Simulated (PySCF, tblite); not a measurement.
# C₆H₈OSi− (doublet): geometry, infrared bands and EPR parameters

Aim: predict the infrared bands and EPR parameters of C₆H₈OSi− (doublet) (`[H]/[C-]=[C]/C(=C\C=C)O[SiH3]`).

The runs use tblite 0.8.0 and PySCF 2.14.0, with density-fitted response routines of our own; the level of theory stands in each step. All values are computed, except where a source is named. Atoms count from 0, in the outputs and in this text.

**1. The starting structure**

16 atoms, charge -1, multiplicity 2; geometry from: force field or distance geometry start.

Bonds of the start (Å): C0–C1 1.19, C1–C2 1.44, C2–C3 1.33, C3–C4 1.44, C4–C5 1.34, C2–O6 1.40, O6–Si7 1.65, C0–H8 1.07, C3–H9 1.09, C4–H10 1.09, C5–H11 1.09, C5–H12 1.08, Si7–H13 1.48, Si7–H14 1.49, Si7–H15 1.49.

**2. Geometry optimisation with GFN2-xTB**

What the job is given:

```
{"job": {"kind": "relax", "xc": "GFN2-xTB", "basis": "xTB"}, "charge": -1, "multiplicity": 2}
C     -1.098300     2.226100     0.400500
C     -0.741700     1.113000     0.166200
C     -0.283900    -0.230100    -0.089300
C      1.015200    -0.514200    -0.201100
C      2.131900     0.388200    -0.049200
C      3.403100    -0.001000    -0.176100
O     -1.191200    -1.275600    -0.266400
Si    -2.836300    -1.137600    -0.177300
H     -1.429400     3.219400     0.602300
H      1.271100    -1.560600    -0.394100
H      1.922200     1.435500     0.147800
H      4.211300     0.714500    -0.062200
H      3.678400    -1.028700    -0.368300
H     -3.256500    -0.665400     1.159000
H     -3.343800    -0.202000    -1.224100
H     -3.459700    -2.472800    -0.401900
```

The run is started by

```
$ OMP_NUM_THREADS=1 python probes_run.py task.json out
```

This one command runs all jobs of the session in turn.

**Question.** This job is followed by: GFN2-xTB harmonic vibrations, gas phase; UKS B3LYP, pcH-1 on C H O Si, non-relativistic, mean-field spin-orbit, GIAO. What will the session give for the following? strongest single infrared mode (GFN2-xTB); zero-point energy (GFN2-xTB); g(iso) (B3LYP); ⟨S²⟩; largest a(iso) (averaged by class).

The runs gave:

```
                                 quantity                  value
strongest single infrared mode (GFN2-xTB)  2142 cm⁻¹, 544 km/mol
             zero-point energy (GFN2-xTB)          66.7 kcal/mol
                           g(iso) (B3LYP)                2.00239
                                     ⟨S²⟩     0.764 (exact 0.75)
       largest a(iso) (averaged by class)    13C on C0, 65.8 MHz
```

Relaxing lowered the energy by 0.456 eV in 54 steps; the close pair that moved most is C1–C2, from 1.442 to 1.373 Å. All 42 modes are real, so the xTB geometry is a minimum. The strongest single mode, at 2142 cm⁻¹, moves mainly H13 and H14. GFN2-xTB is a fitted tight-binding method: band positions and strengths are rough. Its intensities can rank the bands wrongly. The largest spin populations lie on C5 (0.38 e), C0 (0.30 e). The isotropic g lies 0.1 ppt above the free-electron value. The records flag this anion as possibly unbound in the gas phase, so the basis may hold the extra electron. These values are for one conformer; the search (at its own cheap level) found 1 more, at 0.90 kcal/mol, and measured spectra average over such forms.
